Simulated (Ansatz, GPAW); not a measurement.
# MgO with PBE in single-zeta orbitals from a Python script

These are simulated results from GPAW 26.7.0, not measurements. The cell was built from a prototype and was relaxed with r2SCAN in plane waves (Ansatz 0.2.0). Not every such cell is a known phase. All runs are without spin polarisation.

It is cubic, Fm-3m (No. 225); conventional cell a = 4.204 Å, 9.29 Å³ an atom. Mg has 6 O at 2.10 Å; O has 6 Mg at 2.10 Å.

The basis is minimal: single zeta, one radial function for each shell that the log's basis lists. It describes the filled bands fairly and the empty ones poorly.

Input script:

```python
import json
from ase import Atoms
from gpaw import GPAW, PW, FermiDirac

atoms = Atoms(['Mg', 'O'],
              cell=[[0.0, 2.102167, 2.102167], [2.102167, -0.0, 2.102167], [2.102167, 2.102167, -0.0]],
              scaled_positions=[[0.0, -0.0, -0.0], [0.5, 0.5, 0.5]],
              pbc=True)
calc = GPAW(mode='lcao', basis='sz(dzp)', h=0.2, xc='PBE', kpts={'size': (8, 8, 8), 'gamma': True},
            occupations=FermiDirac(0.02), maxiter=100, legacy_gpaw=True, txt='gpaw.txt')
atoms.calc = calc
res = {'energy': atoms.get_potential_energy(force_consistent=True)}
res['electrons'] = calc.get_number_of_electrons()
res['k'] = calc.get_ibz_k_points().tolist()
res['levels'] = [calc.get_eigenvalues(kpt=i).tolist() for i in range(len(res['k']))]
points = [[0.0, 0.0, 0.0], [0.5, 0.0, 0.5], [0.625, 0.25, 0.625], [0.375, 0.375, 0.75], [0.5, 0.5, 0.5], [0.5, 0.25, 0.75]]
bands = calc.fixed_density(kpts=points, symmetry='off', txt='bands.txt')
res['points'] = [bands.get_eigenvalues(kpt=i).tolist() for i in range(len(points))]
json.dump(res, open('results.json', 'w'))
print('free energy (eV):', round(res['energy'], 5))
```

Command: `python run.py`. It took 18 s on 1 thread of Intel(R) Xeon(R) 6975P-C (Granite Rapids), with other jobs on the host, peak memory 0.13 GiB.

The log gpaw.txt, trimmed of paths, versions and times, then the last line on the terminal. An iter line gives the energy in eV and the logarithms of the changes of orbitals (plane waves alone) and density (c: converged):

```
___ ___ ___ _ _ _
 |   |   |_  | | | |

 | | | | | . | | | |

 |__ |  _|___|_____|  26.7.0
 |___|_|

Input parameters:
  basis: sz(dzp)
  h: 0.2
  kpts: {gamma: True,
         size: (8, 8, 8)}
  maxiter: 100
  mode: lcao
  occupations: {fixmagmom: False,
                name: fermi-dirac,
                width: 0.02}
  xc: PBE

System changes: positions, numbers, cell, pbc, initial_charges, initial_magmoms

Initialize ...

species:
  Mg:
    name:    Magnesium
    Z:       12.0
    valence: 10
    core:    2
    charge:  0.0  # [|e|]
    compensation charges:
      type: gauss
      rc: 0.33  # [Å]
      lmax: 2
    cutoffs:
      filter: 1.86  # [Å]
      core: 0.54  # [Å]
    projectors
    | kind |    occ | energy [eV] | rcut [Å] |

    |------|--------|-------------|----------|

    |   2s |  2.000 |     -79.840 |    1.090 |

    |   3s |  2.000 |      -4.705 |    1.090 |

    |   2p |  6.000 |     -46.613 |    1.085 |

    |   3p |  0.000 |      -1.330 |    1.085 |

    |    d |        |       0.000 |    1.037 |

    LCAO basis set for Mg:
      Name: sz(dzp)
      Number of radial functions: 4
      Number of spherical harmonics: 8
        l=0, rc=2.7969 Bohr: 2s-sz confined orbital
        l=0, rc=9.2344 Bohr: 3s-sz confined orbital
        l=1, rc=3.1406 Bohr: 2p-sz confined orbital
        l=1, rc=12.7188 Bohr: 3p-sz confined orbital
      Number of RI-basis functions 0

  O:
    name:    Oxygen
    Z:       8.0
    valence: 6
    core:    2
    charge:  0.0  # [|e|]
    compensation charges:
      type: gauss
      rc: 0.21  # [Å]
      lmax: 2
    cutoffs:
      filter: 1.17  # [Å]
      core: 0.83  # [Å]
    projectors
    | kind |    occ | energy [eV] | rcut [Å] |

    |------|--------|-------------|----------|

    |   2s |  2.000 |     -23.961 |    0.688 |

    |   2p |  4.000 |      -9.029 |    0.598 |

    |    s |        |       3.251 |    0.688 |

    |    p |        |      18.182 |    0.598 |

    |    d |        |       0.000 |    0.619 |

    LCAO basis set for O:
      Name: sz(dzp)
      Number of radial functions: 2
      Number of spherical harmonics: 4
        l=0, rc=4.3438 Bohr: 2s-sz confined orbital
        l=1, rc=5.3906 Bohr: 2p-sz confined orbital
      Number of RI-basis functions 0

Reference energy: -7490.497190  # eV

Spin-paired calculation

Convergence criteria:
 Maximum [total energy] change in last 3 cyles: 0.0005 eV / valence electron
 Maximum integral of absolute [dens]ity change: 0.0001 electrons / valence electron
 Maximum integral of absolute [eigenst]ate change: 4e-08 eV^2 / valence electron
 Maximum number of scf [iter]ations: 100
 (Square brackets indicate name in SCF output, whereas a 'c' in
 the SCF output indicates the quantity has converged.)

Symmetries present (total): 48

  ( 1  0  0)  ( 1  0  0)  ( 1  0  0)  ( 1  0  0)  ( 1  0 -1)  ( 1  0 -1)
  ( 1  0 -1)  ( 1 -1  0)  ( 0  1  0)  ( 0  0  1)  ( 1  0  0)  ( 1 -1  0)
  ( 1 -1  0)  ( 1  0 -1)  ( 0  0  1)  ( 0  1  0)  ( 1 -1  0)  ( 1  0  0)

  ( 1  0 -1)  ( 1  0 -1)  ( 1 -1  0)  ( 1 -1  0)  ( 1 -1  0)  ( 1 -1  0)
  ( 0  1 -1)  ( 0  0 -1)  ( 1  0  0)  ( 1  0 -1)  ( 0 -1  1)  ( 0 -1  0)
  ( 0  0 -1)  ( 0  1 -1)  ( 1  0 -1)  ( 1  0  0)  ( 0 -1  0)  ( 0 -1  1)

  ( 0  1  0)  ( 0  1  0)  ( 0  1  0)  ( 0  1  0)  ( 0  1 -1)  ( 0  1 -1)
  ( 1  0  0)  ( 0  1 -1)  ( 0  0  1)  (-1  1  0)  ( 1  0 -1)  ( 0  1  0)
  ( 0  0  1)  (-1  1  0)  ( 1  0  0)  ( 0  1 -1)  ( 0  0 -1)  (-1  1  0)

  ( 0  1 -1)  ( 0  1 -1)  ( 0  0  1)  ( 0  0  1)  ( 0  0  1)  ( 0  0  1)
  ( 0  0 -1)  (-1  1  0)  ( 1  0  0)  ( 0  1  0)  ( 0 -1  1)  (-1  0  1)
  ( 1  0 -1)  ( 0  1  0)  ( 0  1  0)  ( 1  0  0)  (-1  0  1)  ( 0 -1  1)

  ( 0  0 -1)  ( 0  0 -1)  ( 0  0 -1)  ( 0  0 -1)  ( 0 -1  1)  ( 0 -1  1)
  ( 1  0 -1)  ( 0  1 -1)  ( 0 -1  0)  (-1  0  0)  ( 1 -1  0)  ( 0  0  1)
  ( 0  1 -1)  ( 1  0 -1)  (-1  0  0)  ( 0 -1  0)  ( 0 -1  0)  (-1  0  1)

  ( 0 -1  1)  ( 0 -1  1)  ( 0 -1  0)  ( 0 -1  0)  ( 0 -1  0)  ( 0 -1  0)
  ( 0 -1  0)  (-1  0  1)  ( 1 -1  0)  ( 0  0 -1)  ( 0 -1  1)  (-1  0  0)
  ( 1 -1  0)  ( 0  0  1)  ( 0 -1  1)  (-1  0  0)  ( 1 -1  0)  ( 0  0 -1)

  (-1  1  0)  (-1  1  0)  (-1  1  0)  (-1  1  0)  (-1  0  1)  (-1  0  1)
  ( 0  1  0)  ( 0  1 -1)  (-1  0  1)  (-1  0  0)  ( 0  0  1)  ( 0 -1  1)
  ( 0  1 -1)  ( 0  1  0)  (-1  0  0)  (-1  0  1)  ( 0 -1  1)  ( 0  0  1)

  (-1  0  1)  (-1  0  1)  (-1  0  0)  (-1  0  0)  (-1  0  0)  (-1  0  0)
  (-1  1  0)  (-1  0  0)  ( 0  0 -1)  ( 0 -1  0)  (-1  1  0)  (-1  0  1)
  (-1  0  0)  (-1  1  0)  ( 0 -1  0)  ( 0  0 -1)  (-1  0  1)  (-1  1  0)

512 k-points: 8 x 8 x 8 Monkhorst-Pack grid + [1/16,1/16,1/16]
29 k-points in the irreducible part of the Brillouin zone
       k-points in crystal coordinates                weights
   0:     0.00000000    0.00000000    0.00000000          1/512
   1:     0.12500000    0.12500000    0.00000000          6/512
   2:     0.12500000    0.12500000    0.12500000          8/512
   3:     0.25000000    0.12500000    0.12500000         12/512
   4:     0.25000000    0.25000000    0.00000000          6/512
   5:     0.25000000    0.25000000    0.12500000         24/512
   6:     0.25000000    0.25000000    0.25000000          8/512
   7:     0.37500000    0.25000000   -0.37500000         24/512
   8:     0.37500000    0.25000000    0.12500000         24/512
   9:     0.37500000    0.25000000    0.25000000         24/512
          ...
  28:     0.50000000    0.50000000    0.50000000          4/512

Wave functions: LCAO
  Diagonalizer: Serial LAPACK
  Atomic Correction: dense with blas
  Data-type: complex

Occupation numbers: Fermi-Dirac:
  width: 0.0200  # eV

Eigensolver
   LCAO using direct dense diagonalizer

Densities:
  Coarse grid: 12*12*12 grid
  Fine grid: 24*24*24 grid
  Total Charge: 0.000000

Density mixing:
  Method: separate
  Backend: msr1
  Linear mixing parameter: 0.05
  old densities: 10
  Width of damping distribution: 1.1
  Damping of long wavelength oscillations: 20

Hamiltonian:
  XC and Coulomb potentials evaluated on a 24*24*24 grid
  Using the PBE Exchange-Correlation functional
  Interpolation: tri-quintic (5. degree polynomial)
  Poisson solver: FastPoissonSolver using
    Stencil: 12*3+1=37 point O(h^6) finite-difference Laplacian
    FFT axes: [np.int64(0), np.int64(1), np.int64(2)]
    FST axes: []

XC parameters: PBE with 2 nearest neighbor stencil

Memory estimate:
  Process memory now: 110.80 MiB
  Calculator: 7.36 MiB
    Density: 3.38 MiB
      Arrays: 0.34 MiB
      Localized functions: 2.78 MiB
      Mixer: 0.26 MiB
    Hamiltonian: 0.41 MiB
      Arrays: 0.22 MiB
      XC: 0.00 MiB
      Poisson: 0.00 MiB
      vbar: 0.19 MiB
    Wavefunctions: 3.56 MiB
      C [qnM]: 0.06 MiB
      S, T [2 x qmm]: 0.13 MiB
      P [aqMi]: 0.01 MiB
      BasisFunctions: 3.36 MiB
      Eigensolver: 0.00 MiB

Total number of cores used: 1

Number of atoms: 2
Number of atomic orbitals: 12
Number of bands in calculation: 12
Number of valence electrons: 16
Bands to converge: occupied
Positions:
   0 Mg     0.000000    0.000000    0.000000    ( 0.0000,  0.0000,  0.0000)
   1 O      2.102167    2.102167    2.102167    ( 0.0000,  0.0000,  0.0000)

Unit cell:
           periodic     x           y           z      points  spacing
  1. axis:    yes    0.000000    2.102167    2.102167    12     0.2023
  2. axis:    yes    2.102167   -0.000000    2.102167    12     0.2023
  3. axis:    yes    2.102167    2.102167   -0.000000    12     0.2023

  Lengths:   2.972913   2.972913   2.972913
  Angles:   60.000000  60.000000  60.000000

Effective grid spacing dv^(1/3) = 0.2207

iter:   1   -11.069809        c
iter:   2   -10.815492        c -1.11
iter:   3    -9.986433        c -1.16
iter:   4    -9.987627        c -1.88
iter:   5    -9.989486c       c -2.06
iter:   6    -9.989485c       c -3.40
iter:   7    -9.989487c       c -4.63c

Converged after 7 iterations.

Energy contributions relative to reference atoms: (reference = -7490.497190)

Kinetic:        +23.133026
Potential:      -18.944450
External:        +0.000000
XC:             -15.139511
Entropy (-ST):   -0.000000
Local:           +0.961448
SIC:             +0.000000
--------------------------
Free energy:     -9.989487
Extrapolated:    -9.989487

Showing only first 2 kpts
 Kpt  Band  Eigenvalues  Occupancy
  0     6      5.78146    2.00000
  0     7      5.82770    2.00000
  0     8     10.18669    0.00000
  0     9     30.28025    0.00000

  1     6      5.51674    2.00000
  1     7      5.54629    2.00000
  1     8     11.55987    0.00000
  1     9     26.74702    0.00000

Fermi level: 6.19163

Gap: 4.359 eV
Transition (v -> c):
  (s=0, k=0, n=7, [0.00, 0.00, 0.00]) -> (s=0, k=0, n=8, [0.00, 0.00, 0.00])
No difference between direct/indirect transitions

free energy (eV): -9.98949
```

The gap in the log is over the mesh alone; results.json adds the listed points. PBE in single-zeta orbitals gives a gap of 4.36 eV. On the same cell, plane-wave PBE (Ansatz, 10×10×10 k points and the special points) gives a gap of 4.80 eV and r2SCAN a gap of 5.68 eV; on shared hosts these took about 0.62 and 1.3 core-seconds on the 2-atom cell, against 18 for the script. Semilocal gaps usually lie below measured ones.
